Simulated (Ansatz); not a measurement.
**TiAl: a tetragonal deformation path**

The task, for TiAl: look for other minima along a tetragonal path.

Method: DFT r2SCAN, scalar-relativistic, plane waves, PAW, in Ansatz 0.2.0.

1 further run of the same task is left out (set aside as unsound or not needed). Runs told in other sessions of the task aren't counted.

## (1) The structure to begin with

It takes space group Pm-3m (No. 221, cubic). Conventional cell: a = 3.171 Å, b = 3.171 Å, c = 3.171 Å, α = 90.00°, β = 90.00°, γ = 90.00°. Ti (site symmetry m-3m) has 8 Al at 2.75 Å in its first shell of neighbours. Around Al (site symmetry m-3m) lie 8 Ti at 2.75 Å.

Coordinates:

```
Ti Al
1.0
     3.17135    0.00000    0.00000
     0.00000    3.17135    0.00000
     0.00000    0.00000    3.17135
Ti Al
1 1
Direct
  0.00000 0.00000 0.00000
  0.50000 0.50000 0.50000
```

It goes back to an entry of the Materials Project, which need not be the stable form.

It is the result of an earlier relaxation at this level (volume 15.95 Å³/atom; gap on the mesh: none (metal)).

## (2) Zero of the scan

input.yaml

```yaml
crystal:
  lattice:
    - [3.1713456452, 0.0, 0.0]
    - [0.0, 3.1713456452, 0.0]
    - [0.0, 0.0, 3.1713456452]
  atoms:
    - { symbol: Ti, position: [0.0, 0.0, 0.0] }
    - { symbol: Al, position: [0.5, 0.5, 0.5] }
basis:
  ecutwfc: 500
kpoints:
  mp_grid: { grid: [22, 22, 22] }
hamiltonian:
  xc: r2scan
scf:
  occupations: { method: gaussian, width: 0.15 }
output:
  forces: true
  stress: true
  eigenvalues: true
  write_density: true
  write_potential: true
  elf: true
  volumetric_format: npy
```

Launch:

```
$ ansatz run input.yaml --threads 1 --pin off --max-ram 2560MiB --backend cpu --events-out ev --progress --plain --runs-dir out
```

The session goes on with these runs: point ρ = 0.707; point ρ = 1.414; At ρ = 0.850; point ρ = 1.200; point ρ = 0.780; At ρ = 1.300; point ρ = 0.920; ρ = 1.100; At ρ = 0.650; ρ = 1.500; point ρ = 0.960.

What does the calculation give? Wanted: highest point.

The runs gave:

| quantity | value |
| --- | --- |
| highest point | 294.6 meV/atom at ρ = 0.650 |

In words: The energy drops below the reference, by 136.6 meV/atom at ρ = 1.414. Further dips among the sampled points: ρ = 0.920 (-2.6 meV/atom); whether they survive relaxation was not tested.
